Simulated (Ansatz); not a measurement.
**C7H18AgPS: a ladder of functionals and wavefunction methods**

The task here is to estimate one member of a computed series from the others.

Program: Ansatz 0.2.0, Gaussian basis. Level of theory: functionals in def2-TZVPP, the program's frozen cores in correlated methods. These are calculated values, not measurements.

The runs, in order: LDA (SPW92), PBE-D4, revPBE-D4, BLYP-D4, r2SCAN-D4, B97M-V, PBE0-D4, B3LYP-D4, r2SCANh-D4, r2SCAN0-D4, HSE06-D4, BHLYP-D4, CAM-B3LYP-D4, LC-ωPBE, ωB97X-V, ωB97M-V, B2PLYP, PBE-QIDH; CCSD(T)/def2-SVP; CCSD(T)/def2-TZVPP; MP2/def2-QZVPP; extrapolation to the limit; RPA on PBE.

## The geometry

All runs share one geometry, relaxed beforehand with PBE0-D4 in a triple-zeta def2 set. Ag takes the def2 core potential; no spin-orbit term is included.

SMILES `CC[P+](CC)(CC)[Ag-][S]C`, 28 atoms, charge 0, spin multiplicity 1.

Atoms are counted from 1 here; the program's logs count them from 0.

Bond lengths: C1–C2 1.521 Å, C1–H11 1.093 Å, C1–H12 1.092 Å, C1–H13 1.092 Å, C2–P3 1.830 Å, C2–H14 1.094 Å, C2–H15 1.095 Å, P3–C4 1.832 Å, P3–C6 1.830 Å, P3–Ag8 2.350 Å, C4–C5 1.520 Å, C4–H16 1.094 Å, C4–H17 1.094 Å, C5–H18 1.092 Å, C5–H19 1.092 Å, C5–H20 1.092 Å, C6–C7 1.521 Å, C6–H21 1.094 Å and more. Angles: C2–C1–H11 111.1°, C2–C1–H12 110.7°, C2–C1–H13 111.7°, H11–C1–H12 108.0°, H11–C1–H13 107.7°, H12–C1–H13 107.5°, C1–C2–P3 112.7°, C1–C2–H14 110.1°, C1–C2–H15 111.4°, P3–C2–H14 106.2°, P3–C2–H15 109.3°, H14–C2–H15 106.9°, C2–P3–C4 104.9°, C2–P3–C6 103.7°, C2–P3–Ag8 114.0°, C4–P3–C6 104.4°, C4–P3–Ag8 113.8°, C6–P3–Ag8 114.9° and more.

Set-up of the first run:

The input, in.yaml:

```yaml
crystal:
  periodic: [false, false, false]
  atoms:
    - {symbol: C, position_ang: [-1.151053, -0.108282, -2.400649]}
    - {symbol: C, position_ang: [-0.827996, 0.830996, -1.249145]}
    - {symbol: P, position_ang: [-0.427210, -0.061381, 0.297423]}
    - {symbol: C, position_ang: [-1.983097, -0.904407, 0.772962]}
    - {symbol: C, position_ang: [-3.237859, -0.049029, 0.834149]}
    - {symbol: C, position_ang: [-0.238047, 1.275329, 1.532804]}
    - {symbol: C, position_ang: [1.062038, 2.047757, 1.365610]}
    - {symbol: Ag, position_ang: [1.416447, -1.506844, 0.115441]}
    - {symbol: S, position_ang: [3.193272, -2.991481, -0.049430]}
    - {symbol: C, position_ang: [4.587417, -1.976773, -0.633573]}
    - {symbol: H, position_ang: [-0.336373, -0.816450, -2.570020]}
    - {symbol: H, position_ang: [-1.308009, 0.452827, -3.323878]}
    - {symbol: H, position_ang: [-2.058353, -0.685425, -2.208357]}
    - {symbol: H, position_ang: [0.051881, 1.433808, -1.490657]}
    - {symbol: H, position_ang: [-1.650171, 1.528790, -1.061349]}
    - {symbol: H, position_ang: [-1.778505, -1.371668, 1.741282]}
    - {symbol: H, position_ang: [-2.108377, -1.732570, 0.069648]}
    - {symbol: H, position_ang: [-3.476591, 0.390577, -0.136456]}
    - {symbol: H, position_ang: [-4.095073, -0.654625, 1.136472]}
    - {symbol: H, position_ang: [-3.141917, 0.763989, 1.556290]}
    - {symbol: H, position_ang: [-1.100599, 1.946402, 1.477612]}
    - {symbol: H, position_ang: [-0.266332, 0.791512, 2.514124]}
    - {symbol: H, position_ang: [1.104235, 2.565447, 0.404915]}
    - {symbol: H, position_ang: [1.165072, 2.801533, 2.148697]}
    - {symbol: H, position_ang: [1.924455, 1.379692, 1.423049]}
    - {symbol: H, position_ang: [5.455906, -2.631710, -0.726146]}
    - {symbol: H, position_ang: [4.835936, -1.181762, 0.070546]}
    - {symbol: H, position_ang: [4.388891, -1.536291, -1.611354]}
basis:
  gaussian: {orbitals: def2-TZVPP}
hamiltonian: {xc: lda}
output: {orbitals: {seedname: orbitals}}
```

The run is started by

```sh
> ansatz run in.yaml --threads 11 --pin off --events-out ev --progress --plain --max-ram 166912MiB --backend cuda --devices 0, --max-vram 75GiB
```

Steps of the session up to this table: LDA; PBE-D4 (GGA); revPBE-D4 (GGA); BLYP-D4 (GGA); r2SCAN-D4 (meta-GGA); B97M-V (meta-GGA); PBE0-D4 (hybrid); B3LYP-D4 (hybrid); r2SCANh-D4 (hybrid); r2SCAN0-D4 (hybrid); HSE06-D4 (hybrid); BHLYP-D4 (hybrid); CAM-B3LYP-D4 (range-separated); LC-ωPBE (range-separated); ωB97X-V (range-separated); ωB97M-V (range-separated); B2PLYP (double hybrid); PBE-QIDH (double hybrid).

One of the session's tables, all rows but one given; the rest of the session is left out.

It belongs to the step «Frontier levels by functional». 

| functional | HOMO (eV) | gap (eV) |
| --- | --- | --- |
| LDA (SPW92) | -4.09 | 2.78 |
| PBE-D4 | -3.92 | 2.87 |
| revPBE-D4 | -3.85 | 2.92 |
| BLYP-D4 | -3.77 | 2.83 |
| r2SCAN-D4 | -4.08 | 3.27 |
| B97M-V | -4.15 | 3.10 |
| PBE0-D4 | -4.93 | 4.61 |
| B3LYP-D4 | -4.74 | 4.20 |
| r2SCANh-D4 | -4.47 | 3.91 |
| r2SCAN0-D4 | -5.06 | 4.87 |
| HSE06-D4 | -4.54 | 3.86 |
| BHLYP-D4 | -5.86 | 6.22 |
| CAM-B3LYP-D4 | -6.19 | 6.68 |
| LC-ωPBE | -7.48 | 9.05 |
| ωB97X-V | ? | ? |
| ωB97M-V | -7.07 | 8.10 |

**Question.** Estimate the row for ωB97X-V.

As computed: HOMO (eV): -7.17; gap (eV): 8.53. In the column «HOMO (eV)» it lies between LC-ωPBE (-7.48) and ωB97M-V (-7.07).
